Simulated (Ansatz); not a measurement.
# AlBFH5Si: the cost of one run

Computed with Ansatz 0.2.0, driven from Python. Level of theory: r2SCAN/cc-pVTZ.

## Step 1: The structure

Bond lengths: F1–Al2 1.845 Å, Al2–B3 2.057 Å, B3–Si4 1.994 Å, Al2–H5 1.582 Å, B3–H6 1.194 Å, Si4–H7 1.436 Å, Si4–H8 1.488 Å, Si4–H9 1.454 Å. Angles: F1–Al2–B3 119.3°, F1–Al2–H5 121.3°, B3–Al2–H5 119.4°, Al2–B3–Si4 120.5°, Al2–B3–H6 121.0°, Si4–B3–H6 118.3°, B3–Si4–H7 109.8°, B3–Si4–H8 105.4°, B3–Si4–H9 108.1°, H7–Si4–H8 109.2°, H7–Si4–H9 113.9°, H8–Si4–H9 110.0°.

The script reads albfh5si.xyz:

```xyz
9

F    -1.27440   -1.79610    1.70500
Al   -1.33370    0.02360    1.40430
B    -0.13620    0.84090   -0.05550
Si    1.12560   -0.30700   -1.08780
H    -2.28180    0.96610    2.25000
H    -0.10450    2.02030   -0.23580
H     1.84740    0.49340   -2.03730
H     0.26910   -1.27920   -1.81920
H     1.97700   -1.00820   -0.14090
```

## Step 2: The script

Contents of run_energy.py:

```python
"""Single point of AlBFH5Si."""

import ansatz as az
import numpy as np

geometry = az.Crystal.molecule_from_extxyz("albfh5si.xyz")

setup = (
    geometry.calculation()
    .basis(gaussian="cc-pVTZ")
    .functional("r2scan")
    .forces()
)
outcome = setup.run(threads=1, backend="cpu")
report = outcome.report

print(f"E = {report['free_energy_ev']:.6f} eV = {report['free_energy_ev'] / 27.211386246:.7f} Ha")
print("converged:", report["converged"], " doubts:", report["published_state_doubts"] or "none")

field = report["mean_field"]
print("<S^2> =", round(abs(field["state"]["spin_squared"]), 4), " all-electron relativity setting:", field["relativity"])
print("passes:", field["passes"])
if "symmetry" in field:
    print("occupied orbitals by irrep:", field["symmetry"]["occupied"])

symbols = [site.symbol for site in geometry.cartesian_sites]
print("forces (eV/A)")
for symbol, f in zip(symbols, report["forces_ev_ang"]):
    print(f"  {symbol:2s} {f[0]:9.4f} {f[1]:9.4f} {f[2]:9.4f}")

charges = report["charge_distribution"]
print("dipole moment", round(4.803205 * float(np.linalg.norm(charges["dipole_moment_e_ang"])), 3), "D")
print("Mulliken:", [(s, round(q, 3)) for s, q in zip(symbols, charges["mulliken_charges_e"])])
```

## Step 3: Launch

Launch:

```sh
$ python run_energy.py
```

**Question.** How long does this script take on 1 thread of Arm Neoverse V2, shared host, and how much memory does it need?

About 11 s, with a peak of 0.31 GiB.
